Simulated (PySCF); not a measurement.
**Ga, Ga⁺: ionisation energy in pcseg-2**

Each state of gallium is computed at each level; their differences give the ionisation energy. How far do the methods differ?

Method: unrestricted determinants in a Gaussian basis, no spin-orbit coupling in the energies. Code: PySCF 2.14.0.

**1. The system**

```
Element                                   : gallium (Z = 31)
Basis                                     : pcseg-2 (6s5p3d1f, 43 functions)
Hamiltonian                               : no relativity, point nucleus
State 1                                   : Ga: [Ar] 3d10 4s2 4p1, 2P determinant
State 2                                   : Ga⁺: [Ar] 3d10 4s2, closed-shell 1S
Methods                                   : UHF, PBE0, PBE, MP2, CCSD(T)
Core shells frozen in the correlated runs : valence: [Ar] 3d10 (for Ga)
```

Outer shells as boxes (Hund's rule):

Ga [Ar] 3d10 4s2 4p1
```
[Ar] core
3d [↑↓][↑↓][↑↓][↑↓][↑↓]
4s [↑↓]
4p [↑ ][  ][  ]
```

Ga+ [Ar] 3d10 4s2
```
[Ar] core
3d [↑↓][↑↓][↑↓][↑↓][↑↓]
4s [↑↓]
```

The runs were made by one driver on top of PySCF. The scripts below sum up each run's settings (the driver also hands on starting orbitals that pick excited configurations, and frozen orbitals as a list rather than a count), and the logs come from the driver's own runs. The driver starts from symmetry-adapted Hartree-Fock orbitals, holds the occupation by maximum overlap and uses a logarithmic radial grid for functionals, so a plain start would take other cycles.

The driver's launch:

```bash
OMP_NUM_THREADS=1 python atomrun2.py TASK.json OUT
```

The integrals over 43 functions and the set-up took 0.26 s of CPU time.

**2. Ga, method by method**

Level: UHF.

input.py reads:

```python
from pyscf import gto, scf, dft, mp, cc
import basis_set_exchange as bse
mol = gto.M(atom="Ga 0 0 0", charge=0, spin=1, symmetry="D2h",
            basis=gto.basis.parse(bse.get_basis("pcseg-2", elements=["Ga"], fmt="nwchem", header=False)))
mf = scf.UHF(mol)
mf.irrep_nelec = {'Ag': (6, 6), 'B1g': (1, 1), 'B2g': (1, 1), 'B3g': (1, 1), 'B1u': (2, 2), 'B2u': (3, 2), 'B3u': (2, 2)}
mf.kernel()
```

The log of the run:

```text
damping factor = 0
level_shift factor = 0
DIIS = <class 'pyscf.scf.diis.CDIIS'>
diis_start_cycle = 1
diis_space = 10
diis_damp = 0
SCF conv_tol = 1e-09
SCF conv_tol_grad = None
number electrons alpha = 16  beta = 15
cycle= 1 E= -1923.2318643962  delta_E= -0.00254  |g|= 0.0164  |ddm|= 0.0545
cycle= 2 E= -1923.2322938243  delta_E= -0.000429  |g|= 0.00703  |ddm|= 0.0228
cycle= 3 E= -1923.23239430329  delta_E= -0.0001  |g|= 0.000683  |ddm|= 0.0184
cycle= 4 E= -1923.23239572358  delta_E= -1.42e-06  |g|= 0.00028  |ddm|= 0.00354
cycle= 5 E= -1923.23239588148  delta_E= -1.58e-07  |g|= 9.01e-05  |ddm|= 0.00125
cycle= 6 E= -1923.23239590071  delta_E= -1.92e-08  |g|= 1.19e-05  |ddm|= 0.000584
cycle= 7 E= -1923.23239590093  delta_E= -2.27e-10  |g|= 1.84e-06  |ddm|= 6.74e-05
converged SCF energy = -1923.23239590093  <S^2> = 0.76278689  2S+1 = 2.0127463
```

It took 0.18 s on 1 thread of Neoverse-V1, shared host, the integrals not counted.

Orbital energies by shell (radii are means over both spins):

| shell | electrons | mean orbital energy (eV) | spread (eV) | rms radius (bohr) |
| --- | --- | --- | --- | --- |
| 1s α | 1 | -10304.5 | 0 | 0.0572 |
| 1s β | 1 | -10304.5 | 0 | 0.0572 |
| 2s β | 1 | -1308.0 | 0 | 0.240 |
| 2s α | 1 | -1308.0 | 0 | 0.240 |
| 2p α | 3 | -1153.6 | 0.008 | 0.213 |
| 2p β | 3 | -1153.6 | 0.072 | 0.213 |
| 3s α | 1 | -173.45 | 0 | 0.710 |
| 3s β | 1 | -173.41 | 0 | 0.710 |
| 3p α | 3 | -121.49 | 0.008 | 0.743 |
| 3p β | 3 | -121.43 | 0.286 | 0.743 |
| 3d α | 5 | -32.073 | 0.212 | 0.895 |
| 3d β | 5 | -32.050 | 0.301 | 0.895 |
| 4s α | 1 | -12.423 | 0 | 2.68 |
| 4s β | 1 | -10.754 | 0 | 2.68 |
| 4p α | 1 | -5.846 | 0 | 3.71 |

⟨S²⟩ = 0.763, ⟨L²⟩ = 2.04.

Level: PBE0.

Changes to input.py:

```diff
@@ -4,3 +4,3 @@
             basis=gto.basis.parse(bse.get_basis("pcseg-2", elements=["Ga"], fmt="nwchem", header=False)))
-mf = scf.UHF(mol)
+mf = dft.UKS(mol, xc="PBE0")
 mf.irrep_nelec = {'Ag': (6, 6), 'B1g': (1, 1), 'B2g': (1, 1), 'B3g': (1, 1), 'B1u': (2, 2), 'B2u': (3, 2), 'B3u': (2, 2)}
```

The log of the run:

```text
damping factor = 0
level_shift factor = 0
DIIS = <class 'pyscf.scf.diis.CDIIS'>
diis_start_cycle = 1
diis_space = 10
diis_damp = 0
SCF conv_tol = 1e-09
SCF conv_tol_grad = None
number electrons alpha = 16  beta = 15
XC functionals = PBE0
    C. Adamo and V. Barone.,  J. Chem. Phys. 110, 6158 (1999)
    M. Ernzerhof and G. E. Scuseria.,  J. Chem. Phys. 110, 5029 (1999)
cycle= 1 E= -1924.58736382264  delta_E= -0.00738  |g|= 0.12  |ddm|= 0.213
cycle= 2 E= -1924.58752963396  delta_E= -0.000166  |g|= 0.11  |ddm|= 0.137
cycle= 3 E= -1924.59031828682  delta_E= -0.00279  |g|= 0.00348  |ddm|= 0.0712
cycle= 4 E= -1924.59032195002  delta_E= -3.66e-06  |g|= 0.000274  |ddm|= 0.00363
cycle= 5 E= -1924.59032199604  delta_E= -4.6e-08  |g|= 2.25e-05  |ddm|= 0.000369
cycle= 6 E= -1924.59032199632  delta_E= -2.85e-10  |g|= 1.89e-06  |ddm|= 5.29e-05
converged SCF energy = -1924.59032199632  <S^2> = 0.75366774  2S+1 = 2.0036644
```

Time after the integrals: 0.59 s (1 thread of Neoverse-V1, shared host).

Level: PBE.

Changes to input.py:

```diff
@@ -4,3 +4,3 @@
             basis=gto.basis.parse(bse.get_basis("pcseg-2", elements=["Ga"], fmt="nwchem", header=False)))
-mf = dft.UKS(mol, xc="PBE0")
+mf = dft.UKS(mol, xc="PBE")
 mf.irrep_nelec = {'Ag': (6, 6), 'B1g': (1, 1), 'B2g': (1, 1), 'B3g': (1, 1), 'B1u': (2, 2), 'B2u': (3, 2), 'B3u': (2, 2)}
```

The log of the run:

```text
damping factor = 0
level_shift factor = 0
DIIS = <class 'pyscf.scf.diis.CDIIS'>
diis_start_cycle = 1
diis_space = 10
diis_damp = 0
SCF conv_tol = 1e-09
SCF conv_tol_grad = None
number electrons alpha = 16  beta = 15
XC functionals = PBE
    J. P. Perdew, K. Burke, and M. Ernzerhof.,  Phys. Rev. Lett. 77, 3865 (1996)
    J. P. Perdew, K. Burke, and M. Ernzerhof.,  Phys. Rev. Lett. 78, 1396 (1997)
    J. P. Perdew, K. Burke, and M. Ernzerhof.,  Phys. Rev. Lett. 77, 3865 (1996)
    J. P. Perdew, K. Burke, and M. Ernzerhof.,  Phys. Rev. Lett. 78, 1396 (1997)
cycle= 1 E= -1924.55309608988  delta_E= -0.00742  |g|= 0.224  |ddm|= 0.311
cycle= 2 E= -1924.54822095766  delta_E= 0.00488  |g|= 0.255  |ddm|= 0.265
cycle= 3 E= -1924.56385878641  delta_E= -0.0156  |g|= 0.00773  |ddm|= 0.172
cycle= 4 E= -1924.56388461445  delta_E= -2.58e-05  |g|= 0.000172  |ddm|= 0.0141
cycle= 5 E= -1924.56388464305  delta_E= -2.86e-08  |g|= 1.07e-05  |ddm|= 0.000546
cycle= 6 E= -1924.56388464317  delta_E= -1.21e-10  |g|= 1.97e-06  |ddm|= 2.71e-05
converged SCF energy = -1924.56388464317  <S^2> = 0.7522407  2S+1 = 2.0022394
```

Time after the integrals: 0.56 s (1 thread of Neoverse-V1, shared host).

Level: MP2 (valence).

Changes to input.py:

```diff
@@ -4,4 +4,5 @@
             basis=gto.basis.parse(bse.get_basis("pcseg-2", elements=["Ga"], fmt="nwchem", header=False)))
-mf = dft.UKS(mol, xc="PBE")
+mf = scf.UHF(mol)
 mf.irrep_nelec = {'Ag': (6, 6), 'B1g': (1, 1), 'B2g': (1, 1), 'B3g': (1, 1), 'B1u': (2, 2), 'B2u': (3, 2), 'B3u': (2, 2)}
 mf.kernel()
+mp.UMP2(mf, frozen=14).kernel()
```

The driver printed no log here.

It took 0.02 s on 1 thread of Neoverse-V1, shared host, the integrals not counted.

With 3 electrons correlated, the MP2 correlation energy is -0.03368 hartree (-0.00247 same spin, -0.03121 opposite spin); the SCS form gives -0.03828. Largest pairs of shells: 4s-4s -0.0199, 4s-4p -0.0138, 4p-4p 0.0000.

Level: CCSD(T) (valence).

Changes to input.py:

```diff
@@ -7,2 +7,3 @@
 mf.kernel()
-mp.UMP2(mf, frozen=14).kernel()
+mycc = cc.CCSD(mf, frozen=14).run()
+mycc.ccsd_t()
```

The log of the run:

```text
CC2 = 0
CCSD nocc = (np.int64(2), np.int64(1)), nmo = (29, 29)
frozen orbitals [[0, 1, 2, 3, 4, 5, 6, 7, 8, 9, 10, 11, 12, 13], [0, 1, 2, 3, 4, 5, 6, 7, 8, 9, 10, 11, 12, 13]]
max_cycle = 100
direct = 0
conv_tol = 1e-08
conv_tol_normt = 1e-06
diis_space = 8
diis_start_cycle = 0
Init t2, MP2 energy = -0.0336803420950906
Init E_corr(UCCSD) = -0.0336803420978926
cycle = 1  E_corr(UCCSD) = -0.0419275365988001  dE = -0.0082471945  norm(t1,t2) = 0.052824
cycle = 2  E_corr(UCCSD) = -0.044711401030791  dE = -0.00278386443  norm(t1,t2) = 0.0227654
cycle = 3  E_corr(UCCSD) = -0.0467636232465381  dE = -0.00205222222  norm(t1,t2) = 0.0108699
cycle = 4  E_corr(UCCSD) = -0.0467537834564832  dE = 9.83979005e-06  norm(t1,t2) = 0.00154214
cycle = 5  E_corr(UCCSD) = -0.0467695405041004  dE = -1.57570476e-05  norm(t1,t2) = 0.000219707
cycle = 6  E_corr(UCCSD) = -0.0467632292168434  dE = 6.31128726e-06  norm(t1,t2) = 5.01293e-05
cycle = 7  E_corr(UCCSD) = -0.0467662565274582  dE = -3.02731061e-06  norm(t1,t2) = 1.4357e-05
cycle = 8  E_corr(UCCSD) = -0.046765389518528  dE = 8.6700893e-07  norm(t1,t2) = 3.81441e-06
cycle = 9  E_corr(UCCSD) = -0.0467654657344459  dE = -7.62159179e-08  norm(t1,t2) = 5.82619e-07
cycle = 10  E_corr(UCCSD) = -0.0467654856561457  dE = -1.99216998e-08  norm(t1,t2) = 1.336e-07
cycle = 11  E_corr(UCCSD) = -0.0467654843895997  dE = 1.26654601e-09  norm(t1,t2) = 6.36885e-08
UCCSD converged
E(UCCSD) = -1923.279161385323  E_corr = -0.0467654843895997
UCCSD(T) correction = -0.000845942092730715
```

Time after the integrals: 0.35 s (1 thread of Neoverse-V1, shared host).

CCSD correlation -0.04677 hartree, triples -0.00085; total -1923.280007. T1 = 0.013, largest double amplitude 0.080.

Radial density 4πr²ρ of Ga at UHF:

| r (bohr) | density | spin density |
| --- | --- | --- |
| 0.000954 | 0.220 | 0.000 |
| 0.00160 | 0.598 | 0.000 |
| 0.00270 | 1.58 | 0.000 |
| 0.00454 | 3.99 | 0.000 |
| 0.00764 | 9.32 | 0.000 |
| 0.0128 | 19.1 | 0.000 |
| 0.0216 | 31.7 | 0.000 |
| 0.0363 | 37.6 | 0.001 |
| 0.0611 | 31.5 | 0.006 |
| 0.103 | 35.1 | 0.012 |
| 0.173 | 42.8 | 0.002 |
| 0.291 | 23.6 | -0.008 |
| 0.489 | 26.1 | 0.013 |
| 0.823 | 17.3 | -0.010 |
| 1.38 | 3.83 | 0.091 |
| 2.33 | 1.37 | 0.309 |
| 3.92 | 0.443 | 0.223 |
| 6.59 | 0.0369 | 0.032 |
| 11.1 | 0.000210 | 0.000 |

**3. Ga⁺**

Level: UHF.

input.py reads:

```python
from pyscf import gto, scf, dft, mp, cc
import basis_set_exchange as bse
mol = gto.M(atom="Ga 0 0 0", charge=1, spin=0, symmetry="D2h",
            basis=gto.basis.parse(bse.get_basis("pcseg-2", elements=["Ga"], fmt="nwchem", header=False)))
mf = scf.UHF(mol)
mf.irrep_nelec = {'Ag': (6, 6), 'B1g': (1, 1), 'B2g': (1, 1), 'B3g': (1, 1), 'B1u': (2, 2), 'B2u': (2, 2), 'B3u': (2, 2)}
mf.kernel()
```

The log of the run:

```text
damping factor = 0
level_shift factor = 0
DIIS = <class 'pyscf.scf.diis.CDIIS'>
diis_start_cycle = 1
diis_space = 10
diis_damp = 0
SCF conv_tol = 1e-09
SCF conv_tol_grad = None
number electrons alpha = 15  beta = 15
cycle= 1 E= -1923.02726412765  delta_E= -2.68e-11  |g|= 3.07e-06  |ddm|= 1.39e-05
converged SCF energy = -1923.02726412765  <S^2> = -1.4210855e-14  2S+1 = 1
```

Time after the integrals: 0.3 s (1 thread of Neoverse-V1, shared host).

Orbital energies by shell (radii are means over both spins):

| shell | electrons | mean orbital energy (eV) | spread (eV) | rms radius (bohr) |
| --- | --- | --- | --- | --- |
| 1s | 2 | -10312.8 | 0 | 0.0572 |
| 2s | 2 | -1316.3 | 0 | 0.240 |
| 2p | 6 | -1161.9 | 0 | 0.213 |
| 3s | 2 | -181.71 | 0 | 0.710 |
| 3p | 6 | -129.70 | 0 | 0.743 |
| 3d | 10 | -40.319 | 0 | 0.892 |
| 4s | 2 | -18.750 | 0 | 2.54 |

⟨S²⟩ = 0.000, ⟨L²⟩ = 0.00.

Level: PBE0.

Changes to input.py:

```diff
@@ -4,3 +4,3 @@
             basis=gto.basis.parse(bse.get_basis("pcseg-2", elements=["Ga"], fmt="nwchem", header=False)))
-mf = scf.UHF(mol)
+mf = dft.UKS(mol, xc="PBE0")
 mf.irrep_nelec = {'Ag': (6, 6), 'B1g': (1, 1), 'B2g': (1, 1), 'B3g': (1, 1), 'B1u': (2, 2), 'B2u': (2, 2), 'B3u': (2, 2)}
```

The log of the run:

```text
damping factor = 0
level_shift factor = 0
DIIS = <class 'pyscf.scf.diis.CDIIS'>
diis_start_cycle = 1
diis_space = 10
diis_damp = 0
SCF conv_tol = 1e-09
SCF conv_tol_grad = None
number electrons alpha = 15  beta = 15
XC functionals = PBE0
    C. Adamo and V. Barone.,  J. Chem. Phys. 110, 6158 (1999)
    M. Ernzerhof and G. E. Scuseria.,  J. Chem. Phys. 110, 5029 (1999)
cycle= 1 E= -1924.36588205121  delta_E= -0.0064  |g|= 0.117  |ddm|= 0.219
cycle= 2 E= -1924.3663182204  delta_E= -0.000436  |g|= 0.103  |ddm|= 0.135
cycle= 3 E= -1924.36866565384  delta_E= -0.00235  |g|= 0.00197  |ddm|= 0.0626
cycle= 4 E= -1924.3686664434  delta_E= -7.9e-07  |g|= 3.01e-05  |ddm|= 0.00146
cycle= 5 E= -1924.3686664436  delta_E= -2.01e-10  |g|= 4.31e-07  |ddm|= 1.51e-05
converged SCF energy = -1924.3686664436  <S^2> = -8.8817842e-15  2S+1 = 1
```

It took 0.48 s on 1 thread of Neoverse-V1, shared host, the integrals not counted.

Level: PBE.

Changes to input.py:

```diff
@@ -4,3 +4,3 @@
             basis=gto.basis.parse(bse.get_basis("pcseg-2", elements=["Ga"], fmt="nwchem", header=False)))
-mf = dft.UKS(mol, xc="PBE0")
+mf = dft.UKS(mol, xc="PBE")
 mf.irrep_nelec = {'Ag': (6, 6), 'B1g': (1, 1), 'B2g': (1, 1), 'B3g': (1, 1), 'B1u': (2, 2), 'B2u': (2, 2), 'B3u': (2, 2)}
```

The log of the run:

```text
damping factor = 0
level_shift factor = 0
DIIS = <class 'pyscf.scf.diis.CDIIS'>
diis_start_cycle = 1
diis_space = 10
diis_damp = 0
SCF conv_tol = 1e-09
SCF conv_tol_grad = None
number electrons alpha = 15  beta = 15
XC functionals = PBE
    J. P. Perdew, K. Burke, and M. Ernzerhof.,  Phys. Rev. Lett. 77, 3865 (1996)
    J. P. Perdew, K. Burke, and M. Ernzerhof.,  Phys. Rev. Lett. 78, 1396 (1997)
    J. P. Perdew, K. Burke, and M. Ernzerhof.,  Phys. Rev. Lett. 77, 3865 (1996)
    J. P. Perdew, K. Burke, and M. Ernzerhof.,  Phys. Rev. Lett. 78, 1396 (1997)
cycle= 1 E= -1924.33308636982  delta_E= -0.00684  |g|= 0.218  |ddm|= 0.311
cycle= 2 E= -1924.3301897788  delta_E= 0.0029  |g|= 0.237  |ddm|= 0.254
cycle= 3 E= -1924.34319693785  delta_E= -0.013  |g|= 0.00337  |ddm|= 0.149
cycle= 4 E= -1924.34319996723  delta_E= -3.03e-06  |g|= 9.7e-05  |ddm|= 0.00344
cycle= 5 E= -1924.34319997091  delta_E= -3.68e-09  |g|= 2.86e-06  |ddm|= 0.000174
cycle= 6 E= -1924.34319997091  delta_E= -4.55e-13  |g|= 1.63e-08  |ddm|= 1.84e-06
converged SCF energy = -1924.34319997091  <S^2> = -1.5987212e-14  2S+1 = 1
```

It took 0.53 s on 1 thread of Neoverse-V1, shared host, the integrals not counted.

Level: MP2 (valence).

Changes to input.py:

```diff
@@ -4,4 +4,5 @@
             basis=gto.basis.parse(bse.get_basis("pcseg-2", elements=["Ga"], fmt="nwchem", header=False)))
-mf = dft.UKS(mol, xc="PBE")
+mf = scf.UHF(mol)
 mf.irrep_nelec = {'Ag': (6, 6), 'B1g': (1, 1), 'B2g': (1, 1), 'B3g': (1, 1), 'B1u': (2, 2), 'B2u': (2, 2), 'B3u': (2, 2)}
 mf.kernel()
+mp.UMP2(mf, frozen=14).kernel()
```

No log was kept for this step.

Time after the integrals: 0.02 s (1 thread of Neoverse-V1, shared host).

With 2 electrons correlated, the MP2 correlation energy is -0.02610 hartree (0.00000 same spin, -0.02610 opposite spin); the SCS form gives -0.03132. Largest pairs of shells: 4s-4s -0.0261.

Level: CCSD(T) (valence).

Changes to input.py:

```diff
@@ -7,2 +7,3 @@
 mf.kernel()
-mp.UMP2(mf, frozen=14).kernel()
+mycc = cc.CCSD(mf, frozen=14).run()
+mycc.ccsd_t()
```

The log of the run:

```text
CC2 = 0
CCSD nocc = 1, nmo = 29
frozen orbitals [0, 1, 2, 3, 4, 5, 6, 7, 8, 9, 10, 11, 12, 13]
max_cycle = 100
direct = 0
conv_tol = 1e-08
conv_tol_normt = 1e-06
diis_space = 8
diis_start_cycle = 0
Init t2, MP2 energy = -1923.05336826789  E_corr(MP2) -0.0261041402382465
Init E_corr(CCSD) = -0.0261041402396428
cycle = 1  E_corr(CCSD) = -0.0324538247159539  dE = -0.00634968448  norm(t1,t2) = 0.0432439
cycle = 2  E_corr(CCSD) = -0.0348842279159366  dE = -0.0024304032  norm(t1,t2) = 0.0193122
cycle = 3  E_corr(CCSD) = -0.0368456824568468  dE = -0.00196145454  norm(t1,t2) = 0.00894896
cycle = 4  E_corr(CCSD) = -0.0368217104686435  dE = 2.39719882e-05  norm(t1,t2) = 0.000346376
cycle = 5  E_corr(CCSD) = -0.0368262623460367  dE = -4.55187739e-06  norm(t1,t2) = 3.14569e-05
cycle = 6  E_corr(CCSD) = -0.0368237357896713  dE = 2.52655637e-06  norm(t1,t2) = 8.75822e-06
cycle = 7  E_corr(CCSD) = -0.0368242716804875  dE = -5.35890816e-07  norm(t1,t2) = 2.19347e-06
cycle = 8  E_corr(CCSD) = -0.036824217036691  dE = 5.46437965e-08  norm(t1,t2) = 2.51461e-07
cycle = 9  E_corr(CCSD) = -0.0368242162402023  dE = 7.96488653e-10  norm(t1,t2) = 8.04393e-09
CCSD converged
E(CCSD) = -1923.064088343889  E_corr = -0.03682421624020234
```

It took 0.1 s on 1 thread of Neoverse-V1, shared host, the integrals not counted.

CCSD correlation -0.03682 hartree, triples 0.00000; total -1923.064088. T1 = 0.005, largest double amplitude 0.099. With two correlated electrons the triples vanish and CCSD is exact in this space.

Radial density 4πr²ρ of Ga⁺ at UHF:

| r (bohr) | density |
| --- | --- |
| 0.000954 | 0.220 |
| 0.00160 | 0.598 |
| 0.00270 | 1.58 |
| 0.00454 | 3.99 |
| 0.00764 | 9.32 |
| 0.0128 | 19.1 |
| 0.0216 | 31.7 |
| 0.0363 | 37.6 |
| 0.0611 | 31.5 |
| 0.103 | 35.1 |
| 0.173 | 42.8 |
| 0.291 | 23.6 |
| 0.489 | 26.1 |
| 0.823 | 17.3 |
| 1.38 | 3.82 |
| 2.33 | 1.09 |
| 3.92 | 0.177 |
| 6.59 | 0.00323 |

**4. How the shells move**

Highest occupied Hartree-Fock shell of each state: Ga 4p α at -5.846 eV; Ga⁺ 4s at -18.750 eV.

**5. The energy differences**

Ionisation energy: Ga [Ar] 3d10 4s2 4p1 (2P) → Ga⁺ [Ar] 3d10 4s2 (1S).

| method | value (eV) | less the reference (eV) | CPU time, both states (s) |
| --- | --- | --- | --- |
| UHF | 5.582 | -0.349 | 0.48 |
| PBE0 | 6.032 | +0.101 | 1.1 |
| PBE | 6.005 | +0.074 | 1.1 |
| MP2 (valence) | 5.788 | -0.143 | 0.52 |
| SCS-MP2 (valence) | 5.771 | -0.160 | 0.52 |
| CCSD (valence) | 5.852 | -0.079 |  |
| CCSD(T) (valence) | 5.875 | -0.056 | 0.94 |

Reference: 5.931 eV (measured; NIST levels, between the centres of gravity of the two terms). The calculation is non-relativistic, which matters at this Z. Errors of the correlated levels include the incompleteness of this basis.

Times are CPU seconds on a shared host without the integrals; correlated rows include their Hartree-Fock run, whose time holds the symmetry-adapted start and any spin-orbit constants, while functionals begin from orbitals already made.

**6. What came out**

| quantity | value |
| --- | --- |
| ionisation energy, Ga | UHF 5.582, CCSD(T) (valence) 5.875 eV; reference 5.931 |

Each level's miss and price (over 1 difference):

| method | mean absolute miss against CCSD(T) (valence) (eV) | CPU time, both states (s) |
| --- | --- | --- |
| UHF | 0.294 | 0.48 |
| PBE0 | 0.156 | 1.1 |
| PBE | 0.130 | 1.1 |
| MP2 (valence) | 0.087 | 0.52 |
| SCS-MP2 (valence) | 0.104 | 0.52 |
| CCSD (valence) | 0.023 |  |
| CCSD(T) (valence) | 0.000 | 0.94 |

In words: The methods span 0.450 eV, from UHF (5.582) to PBE0 (6.032). The reference is uncertain or not like for like (spin-orbit coupling or other relativistic terms), so no ranking of close methods is drawn. The basis is finite, and no extrapolation was made.
